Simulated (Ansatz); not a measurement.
AlO2 under changes of volume

One of the cells (9.773 Å³/atom); the others are scaled copies at fixed shape and fractional positions:

```xyz
6
Lattice="1.4882 -5.4028 0.0000 1.4882 5.4028 0.0000 0.0000 0.0000 3.6466" Properties=species:S:1:pos:R:3 pbc="T T T"
Al    1.4882   -1.8168    2.7350
Al    1.4882    1.8168    0.9117
O     1.4882    4.7429    2.7350
O     1.4882   -4.7429    0.9117
O     1.4882    2.2240    2.7350
O     1.4882   -2.2240    0.9117
```

The cell comes from a database or a generator and needn't be the stable form of this composition.

| Item | Value |
| --- | --- |
| Program | Ansatz 0.2.0 |
| Functional | PBE |
| Potentials or basis | Ansatz PAW |
| Cutoff | 420 eV (not typed: the program's choice for these potentials) |
| k mesh | 9 × 9 × 7 |
| Occupations | fermi-dirac, width 0.05 eV |
| Spin | no spin polarisation |

```tsv
volume (Å³/atom)	energy over the lowest point (meV/atom)	pressure (GPa)	largest force (eV/Å)
9.187	17.22	11.3	1.300
9.382	6.38	6.7	1.086
9.578	0.78	2.6	0.885
9.773	0.00	-1.2	0.698
9.969	3.59	-4.5	0.522
10.164	11.04	-7.6	0.357
10.360	?	?	?
```

Question: What does the run at 10.360 Å³/atom give?

Answer: Energy over the lowest point 22.08 meV/atom; pressure -10.3 GPa; largest force 0.202 eV/Å.

Worked out: A Birch-Murnaghan fit of order 3 (a polynomial in V^(-2/3)) to the other rows has its minimum at 9.71 Å³/atom with B0 = V·E''(V) = 182 GPa and B' = 4.0 at fixed shape and positions, which overstates the stiffness. It gives 22.11 meV/atom at 10.360 Å³/atom, against the run's 22.08, and -dE/dV = -10.4 GPa, against -10.3.

Energies are extrapolated to zero smearing.

Caveats: forces of over 1 eV/Å show positions far from the minimum, so gaps and moduli don't describe the material at rest (some runs).
